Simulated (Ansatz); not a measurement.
# ClH6NO3Si2: one species, many methods

Aim: compute ClH6NO3Si2 with functionals from several rungs and with coupled cluster, and see how far each lands from CCSD(T) at the basis-set limit for the atomisation energy.

Computed with Ansatz 0.2.0, Gaussian basis. Level: functionals in def2-TZVPP, the program's frozen cores in correlated methods.

Levels to be run: PBE-D4, r2SCAN-D4, PBE0-D4, B3LYP-D4, ωB97X-V, ωB97M-V, B2PLYP; CCSD(T)/def2-TZVPP; MP2/def2-QZVPP; extrapolation to the limit.

### 1 The geometry

The geometry comes from an earlier relaxation with PBE0-D4 in a triple-zeta def2 set; it is a stationary point, not always the lowest conformer.

SMILES `O[SiH](O)N[SiH](O)Cl`, 13 atoms, charge 0, spin multiplicity 1.

Atoms are counted from 1 here; the program's logs count them from 0.

Bond lengths: O1–Si2 1.639 Å, O1–H8 0.958 Å, Si2–O3 1.648 Å, Si2–N4 1.710 Å, Si2–H9 1.481 Å, O3–H10 0.960 Å, N4–Si5 1.721 Å, N4–H11 1.011 Å, Si5–O6 1.622 Å, Si5–Cl7 2.060 Å, Si5–H12 1.473 Å, O6–H13 0.967 Å. Angles: Si2–O1–H8 118.9°, O1–Si2–O3 103.4°, O1–Si2–N4 115.8°, O1–Si2–H9 110.4°, O3–Si2–N4 107.2°, O3–Si2–H9 112.8°, N4–Si2–H9 107.3°, Si2–O3–H10 115.6°, Si2–N4–Si5 128.4°, Si2–N4–H11 114.8°, Si5–N4–H11 115.6°, N4–Si5–O6 108.9°, N4–Si5–Cl7 106.8°, N4–Si5–H12 114.9°, O6–Si5–Cl7 113.1°, O6–Si5–H12 107.9°, Cl7–Si5–H12 105.3°, Si5–O6–H13 114.8°.

### 2 PBE-D4 (GGA)

Contents of in.yaml:

```yaml
crystal:
  periodic: [false, false, false]
  atoms:
    - {symbol: O, position_ang: [-1.000215, 0.932313, 1.892079]}
    - {symbol: Si, position_ang: [-0.202591, 1.196908, 0.485197]}
    - {symbol: O, position_ang: [1.375079, 0.939729, 0.885492]}
    - {symbol: N, position_ang: [-0.579460, 0.130590, -0.796903]}
    - {symbol: Si, position_ang: [-0.041058, -1.486879, -1.034139]}
    - {symbol: O, position_ang: [1.157226, -1.800673, 0.013659]}
    - {symbol: Cl, position_ang: [0.544722, -1.638423, -3.003243]}
    - {symbol: H, position_ang: [-1.956039, 0.991204, 1.899790]}
    - {symbol: H, position_ang: [-0.455369, 2.573330, 0.000410]}
    - {symbol: H, position_ang: [1.609475, 1.136795, 1.795086]}
    - {symbol: H, position_ang: [-1.019699, 0.566119, -1.595601]}
    - {symbol: H, position_ang: [-1.078000, -2.517877, -0.857384]}
    - {symbol: H, position_ang: [1.645918, -1.023147, 0.315558]}
basis:
  gaussian: {orbitals: def2-TZVPP}
hamiltonian: {xc: pbe, dispersion: d4}
output: {forces: true, orbitals: {seedname: orbitals}}
```

Launch:

```
$ ansatz run in.yaml --threads 2 --pin off --events-out ev --progress --plain --max-ram 22528MiB --backend cuda --devices 0, --max-vram 18GiB
```

Further steps of the session: r2SCAN-D4 (meta-GGA); PBE0-D4 (hybrid); B3LYP-D4 (hybrid); ωB97X-V (range-separated); ωB97M-V (range-separated); B2PLYP (double hybrid); CCSD(T) in def2-TZVPP; MP2 in def2-QZVPP.

Q: Predict the results of all the runs planned. Wanted: atomisation energy, CCSD(T)/CBS; farthest; mean size of error, hybrid; mean size of error, range-separated; gap, smallest and largest; T1 diagnostic; triples share of the correlation energy.

As calculated:

```
                               quantity                                 value
        atomisation energy, CCSD(T)/CBS                         5031.1 kJ/mol
 functionals within 25.2 kJ/mol (0.5 %)              PBE-D4, ωB97X-V, ωB97M-V
                               farthest                 B2PLYP (-99.5 kJ/mol)
             mean size of error, hybrid                           75.1 kJ/mol
    mean size of error, range-separated                            7.8 kJ/mol
              gap, smallest and largest  6.45 eV (PBE-D4), 13.15 eV (ωB97X-V)
                          T1 diagnostic                                0.0111
triples share of the correlation energy                                 3.6 %
```

In words: PBE-D4 is off by +14.1 kJ/mol. Double hybrids carry the basis error of their MP2 part in triple zeta, and no dispersion term here, so their miss is partly the set-up's. The reference freezes the cores and leaves out relativity and excitations past (T), so misses under about 25.2 kJ/mol can't be ranked. Hartree-Fock recovers 70 % of the binding; the rest is correlation. Orbital gaps span 6.5 to 13.2 eV; exact exchange widens them.
